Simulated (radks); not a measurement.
# Ga²⁺ in [Ne] 3s2 3p4 3d10 4s1 4d2: an all-electron calculation

Wanted: eigenvalues, radial structure and energy terms of the gallium ion Ga2+.

Method: Dirac Kohn-Sham, PBE, spin-unpolarised, spherical densities, finite nucleus; open shells fill j = l - 1/2 first. Code: radks (a radial shooting solver on a logarithmic mesh, Libxc functionals) version 1.

### 1 Starting point

```
element            : gallium (Z = 31)
charge             : +2
electrons          : 29
configuration      : [Ne] 3s2 3p4 3d10 4s1 4d2
nuclear rms radius : 3.9973 fm
```

### 2 The calculation

Settings of this run:

```text
Z 31
configuration [Ne] 3s2 3p4 3d10 4s1 4d2 4p0 5s0 4f0 5d0
relativity Dirac
functional pbe,pbe
spin unpolarised
j_filling energy
nucleus finite rms 3.9973 fm
c 137.035999084
```

Launch:

```
$ python run_ks.py task.json out
```

This one command runs every case of the session in turn.

Q: Predict the outcome of this run.

The runs gave:

```
                        quantity                   value
                    total energy     -1934.06196 hartree
exchange-correlation share of it                  3.80 %
                            −T/E                  1.0200
          highest occupied level       4d3/2, -12.891 eV
    most extended occupied level  4d3/2, <r> = 3.08 bohr
 radius at density 0.001 e/bohr³               4.52 bohr
    maxima of the radial density                       3
```

4 principal shells are occupied and 3 maxima appear in the radial density; where shells overlap, one shows as a shoulder or not at all. Relativity lifts −T/E to 1.020. This is not the tabulated ground configuration, so its levels and sizes aren't those of the ground state, and no measured value stands beside it.
